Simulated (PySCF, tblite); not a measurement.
# C₆H₁₂N+: geometry, infrared bands and NMR shifts

Wanted: the infrared bands and NMR shifts of C₆H₁₂N+ (`C=CC[NH+]1CCC1`), by calculation.

Computed with tblite 0.8.0 and PySCF 2.14.0, with density-fitted response routines of our own, on a single molecule in the gas phase. Atoms are numbered from 0 throughout.

## (1) Starting geometry

19 atoms, charge 1, multiplicity 1; geometry from: force field or distance geometry start.

Bonds of the start (Å): C0–C1 1.34, C1–C2 1.47, C2–N3 1.44, N3–C4 1.45, C4–C5 1.52, C5–C6 1.51, C6–N3 1.46, C0–H7 1.08, C0–H8 1.08, C1–H9 1.11, C2–H10 1.11, C2–H11 1.11, N3–H12 1.04, C4–H13 1.11, C4–H14 1.11, C5–H15 1.09, C5–H16 1.12, C6–H17 1.10, C6–H18 1.09.

## (2) Optimising the geometry with GFN2-xTB

The job: settings as JSON, then the geometry in Å.

```
{"job": {"kind": "relax", "xc": "GFN2-xTB", "basis": "xTB"}, "charge": 1, "multiplicity": 1}
C      3.087100    -0.244200     0.373800
C      1.839300    -0.007000     0.807200
C      0.724300     0.362200    -0.072700
N     -0.390700    -0.542600    -0.066500
C     -1.517700    -0.224200     0.785500
C     -2.025900     0.679700    -0.327900
C     -1.235200    -0.251200    -1.222400
H      3.368300    -0.167900    -0.666500
H      3.857700    -0.516100     1.087000
H      1.636600    -0.103700     1.895200
H      0.409500     1.397200     0.190600
H      1.133500     0.452400    -1.104700
H     -0.182400    -1.554600     0.005300
H     -2.243800    -1.046600     0.955900
H     -1.286800     0.267800     1.749600
H     -3.086400     0.610800    -0.569400
H     -1.589600     1.697600    -0.192400
H     -0.704400     0.296800    -2.019600
H     -1.803400    -1.097200    -1.615400
```

Started as:

```bash
> OMP_NUM_THREADS=1 python probes_run.py task.json out
```

The driver reads the jobs from task.json and runs them one after another.

**Question.** This job is followed by: GFN2-xTB harmonic vibrations, gas phase; GIAO PBE0/pcSseg-1 NMR shielding, non-relativistic, gas phase. What will the session give for the following? strongest single infrared mode (GFN2-xTB); zero-point energy (GFN2-xTB); 13C shifts against TMS (PBE0/pcSseg-1, means over atoms taken as alike); 1H shifts against TMS (PBE0/pcSseg-1, means over atoms taken as alike); 15N shifts against NH3 (PBE0/pcSseg-1).

The runs gave:

| quantity | value |
| --- | --- |
| strongest single infrared mode (GFN2-xTB) | 1020 cm⁻¹, 32 km/mol |
| zero-point energy (GFN2-xTB) | 107.1 kcal/mol |
| 13C shifts against TMS (PBE0/pcSseg-1, means over atoms taken as alike) | 142.4, 127.5, 65.0, 57.0, 16.9 ppm |
| 1H shifts against TMS (PBE0/pcSseg-1, means over atoms taken as alike) | 6.52, 6.42, 5.97, 4.54, 4.48, 4.38, 3.83, 3.07, 2.79 ppm |
| 15N shifts against NH3 (PBE0/pcSseg-1) | 78.8 ppm |

What this shows: Over 112 steps the energy fell by 0.734 eV; of the close pairs, N3–C4 changed most, 1.448 to 1.495 Å. All 51 modes are real, so the xTB geometry is a minimum. The strongest single mode, at 1020 cm⁻¹, moves mainly H7 and H9. Unscaled tight-binding wavenumbers are off by several per cent, some by more. Its intensities can rank the bands wrongly. At PBE0/pcSseg-1: The widest tensor belongs to C0: span 238 ppm, with a paramagnetic part of -208 ppm.
